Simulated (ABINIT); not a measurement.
Ge3Pd:

```
Pd Ge
1.0
     4.14202    0.00000    0.00000
     0.00000    4.14202    0.00000
     0.00000    0.00000    4.14202
Pd Ge
1 3
Direct
  0.00000 0.00000 0.00000
  0.50000 0.50000 0.00000
  0.50000 0.00000 0.50000
  0.00000 0.50000 0.50000
```

The cell comes from a database or a generator and needn't be the stable form of this composition.

Base run:

| Property | Result |
| --- | --- |
| Program | ABINIT 10.8.3 (patched build) |
| Functional | LDA |
| Potentials or basis | JTH PAW LDA v2.0 |
| Cutoff | 599 eV |
| k mesh | 7 × 7 × 7 |
| Occupations | fermi-dirac, width 0.05 eV |
| Spin | no spin polarisation |

Its results: band gap on the k mesh none (metal or under the smearing width); pressure -7.4 GPa.

Q: The run is repeated on the same cell with these changes: functional from LDA to PBEsol; potentials or basis from JTH PAW LDA v2.0 to PseudoDojo NC SR PBEsol v0.4.1 standard; cutoff from 599 eV to 1116 eV. What comes out?

A: Band gap on the k mesh none (metal or under the smearing width); pressure -4.7 GPa.
